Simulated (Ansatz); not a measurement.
# H2Hf: the cost of one run

The runs use Ansatz 0.2.0, Gaussian basis; def2-QZVPP, core rule «outside noble gas», up to 4 orbitals frozen.

Plan: UHF; ROHF; CCSD(T) on UHF.

4 further runs of the same task are left out: 2 that didn't finish, 2 set aside as unsound or not needed. Runs told in other sessions of the task aren't counted.

## 1. The geometry

The geometry is a PBE0/def2-TZVP stationary point (not a proven minimum) of the parent state, kept for this charge and spin. No spin-orbit coupling is included. Elements past krypton take def2 core potentials.

3 atoms, charge 0, spin multiplicity 7.

Atoms are counted from 1 here; the program's logs count them from 0.

Bond lengths: Hf1–H2 1.961 Å, Hf1–H3 1.961 Å. Angles: H2–Hf1–H3 180.0°.

As a file:

```xyz
3
H2Hf
Hf    0.00000    0.00000    0.00000
H     0.00000    0.00000   -1.96110
H     0.00000    0.00000    1.96110
```

## 2. UHF

Contents of in.yaml:

```yaml
crystal:
  periodic: [false, false, false]
  atoms:
    - {symbol: Hf, position_ang: [0.000000, 0.000000, 0.000000]}
    - {symbol: H, position_ang: [0.000000, 0.000000, -1.961100]}
    - {symbol: H, position_ang: [0.000000, 0.000000, 1.961100]}
basis:
  gaussian: {orbitals: "def2-QZVPP.json"}
magnetization: {spin_polarized: true, initial_magnetization: 6}
hamiltonian: {xc: hf}
output: {orbitals: {seedname: orbitals}}
```

Launch:

```bash
ansatz run in.yaml --threads 1 --pin off --events-out ev --progress --plain --max-ram 4096MiB --backend cpu
```

**Question.** How long does this run take on 1 thread of AMD EPYC 7R13, shared host, and how much memory does it need?

About 8.5 s, with a peak of 0.26 GiB.
